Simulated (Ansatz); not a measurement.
# Co (Co (0001), 5 layers): a single-point run

The task is a single-point run on Co (Co (0001), 5 layers). The structure is shown as the input types it.

Method: DFT, PBE, PAW with Ansatz's default frozen-core files, scalar-relativistic (as first typed), in Ansatz 0.2.0.

### 1 The starting structure

Symmetry: P-6m2, No. 187, hexagonal system. Conventional cell: a = 2.493 Å, b = 2.493 Å, c = 24.074 Å, α = 90.00°, β = 90.00°, γ = 120.00°. Co (site symmetry 3m) is surrounded by 9 Co at 2.44 to 2.49 Å. Around Co (site symmetry 3m) lie 12 Co at 2.44 to 2.49 Å. Around Co (site symmetry -6m2) lie 12 Co at 2.49 Å.

Coordinates:

```cif
data_structure
_symmetry_space_group_name_H-M 'P 1'
_symmetry_Int_Tables_number 1
_cell_length_a 2.4930
_cell_length_b 2.4930
_cell_length_c 24.0739
_cell_angle_alpha 90.000
_cell_angle_beta 90.000
_cell_angle_gamma 120.000
_cell_volume 129.58
loop_
_atom_site_label
_atom_site_type_symbol
_atom_site_fract_x
_atom_site_fract_y
_atom_site_fract_z
_atom_site_occupancy
Co1 Co 0.00000 0.00000 0.33395 1
Co2 Co 0.33333 0.66667 0.41554 1
Co3 Co 0.00000 0.00000 0.50000 1
Co4 Co 0.33333 0.66667 0.58446 1
Co5 Co 0.00000 0.00000 0.66605 1
```

### 2 Input and run

Contents of input.yaml:

```yaml
crystal:
  lattice:
    - [2.493039787, 0.0, 0.0]
    - [-1.2465198935, 2.1590357882, 0.0]
    - [0.0, 0.0, 24.0739]
  atoms:
    - { symbol: Co, position: [0.0, 0.0, 0.3339528373], spin: 1.7 }
    - { symbol: Co, position: [0.3333333333, 0.6666666667, 0.4155371695], spin: 1.7 }
    - { symbol: Co, position: [0.0, 0.0, 0.5000000356], spin: 1.7 }
    - { symbol: Co, position: [0.3333333333, 0.6666666667, 0.5844628529], spin: 1.7 }
    - { symbol: Co, position: [0.0, 0.0, 0.6660471045], spin: 1.7 }
  periodic: [true, true, false]
magnetization:
  spin_polarized: true
kpoints:
  mp_grid: { grid: [15, 15, 1] }
scf:
  occupations: { method: fermi_dirac, width: 0.1 }
  max_iter: 80
hamiltonian:
  xc: pbe
  pseudopotentials: { kind: paw }
output:
  forces: true
  stress: true
  eigenvalues: true
basis:
  ecutwfc: "520 ev"
```

Command:

```
ansatz run input.yaml --threads 3 --pin off --max-ram 9216MiB --backend cpu --events-out ev --progress --plain --runs-dir out
```

**Question.** How will this run end, and is anything wrong with its input?

Nothing was computed: the input was turned down at the start. Its message: «line 28 column 12: unknown unit factor `ev` — a unit is read by its exact case: `eV` is a unit here, `ev` is not»

The suspect setting: basis.ecutwfc is 520 ev. The trouble is the unit typed with the number.

What to do: delete basis.ecutwfc (the default then holds).
